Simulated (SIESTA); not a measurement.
Mo in SIESTA: the effect of functional

Mo, a slab with vacuum:

```
Mo
1.0
     2.72105    0.00000    0.00000
    -0.90702    2.56543    0.00000
     0.00000    0.00000   23.88692
Mo
5
Direct
  0.50000 0.50000 0.31398
  0.00000 0.00000 0.40699
  0.50000 0.50000 0.50000
  0.00000 0.00000 0.59301
  0.50000 0.50000 0.68602
```

The slab is cut from a database's or a generator's crystal, which needn't be the stable form of the element.

Alike in all runs:

| Item | Value |
| --- | --- |
| Program | SIESTA 5.4.2 |
| Task | single point |
| Potentials or basis | PseudoDojo 0.4 standard (PBE files) |
| Basis | DZP (energy shift 0.003 Ry; two zetas on semicore shells) |
| Grid cutoff | 800 Ry |
| Energy shift | 0.003 Ry |
| k mesh | 10 × 10 × 1 |
| Occupations | fermi-dirac, width 0.05 eV |
| Spin | no spin polarisation |

```tsv
functional	largest force (eV/Å)
vdW-DF	0.60
vdW-DF2	0.55
optB88-vdW	0.59
vdW-DF-C09	0.59
vdW-DF-cx	0.60
VV10	?
```

Q: What does the run with functional VV10 give?

A: Largest force 0.53 eV/Å.

Caveats: the potentials were made for another functional, which shifts forces and pressure; the non-local part is tabulated coarsely and may be off by about a percent (some runs).

Runs at the PBE level aren't shown here.
